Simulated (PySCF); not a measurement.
**SeN−: from the state search to spectroscopic constants**

The task here is to estimate one member of a computed series from the others.

Program: PySCF 2.14.0. Level of theory: Se aug-pcseg-1, N aug-pcseg-1, no relativity. These are calculated values, not measurements.

Set-up of the first run:

A driver script around PySCF takes these settings:

```yaml
atoms: Se, N
charge: -1
basis: Se aug-pcseg-1, N aug-pcseg-1
Hamiltonian: no relativity
basis_functions: 59
electrons_treated: 42
masses_in_u: 79.9165, 14.0031
levels: PBE0, PBE, r²SCAN, PW91, BP86, M06-L, LC-ωPBE, HF, MP2, SCS-MP2
grid: 80 radial by 434 angular points
occupations: held fixed by the projection of orbital angular momentum
dissociation_limit: Se− + N, each in its ground configuration
starting_distance_in_angstrom: 1.870
values_of_2S_to_try: 0, 2, 4
```

Started as:

```bash
OMP_NUM_THREADS=1 python dia.py task.json out
```

Among the steps run: The job; First curve: PBE0; Other states along the same grid; PBE; r²SCAN; PW91 (GGA); BP86; M06-L (meta-GGA); LC-ωPBE (range-separated hybrid); ROHF (mean field).

One of the session's tables, all rows but one given; the rest of the session is left out.

Energy (eV) from each level's lowest point:

| R (Å) | ROHF | ROHF-MP2 | ROHF-SCS-MP2 | PBE | PW91 |
| --- | --- | --- | --- | --- | --- |
| 1.525 | 1.538 | 0.890 | 0.975 | 1.281 | 1.279 |
| 1.596 | 0.794 | 0.336 | 0.397 | 0.588 | 0.588 |
| 1.667 | 0.342 | 0.073 | 0.107 | 0.201 | 0.201 |
| 1.720 | 0.144 | 0.000 | 0.016 | 0.055 | 0.055 |
| 1.773 | 0.036 | 0.002 | 0.000 | 0.000 | 0.000 |
| 1.826 | 0.000 | 0.058 | 0.039 | 0.015 | 0.015 |
| 1.897 | 0.035 | 0.192 | 0.152 | 0.114 | 0.114 |
| 1.986 | 0.173 | 0.420 | 0.356 | 0.326 | 0.324 |
| 2.092 | ? | ? | ? | ? | ? |
| 2.234 | 0.847 | 1.198 | 1.076 | 1.142 | 1.139 |

Q: Estimate the row for R (Å) = 2.092 from the others.

Worked estimate for «ROHF». A straight line through the neighbours (1.986, 0.173) and (2.234, 0.847) gives 0.173 + (0.847 − 0.173) × (2.092 − 1.986) / (2.234 − 1.986) = 0.461; a parabola fitted to 3 rows on both sides gives 0.409.

As computed: ROHF: 0.428; ROHF-MP2: 0.741; ROHF-SCS-MP2: 0.651; PBE: 0.653; PW91: 0.651. In «ROHF» the line misses by +0.033 and the parabola by -0.019.
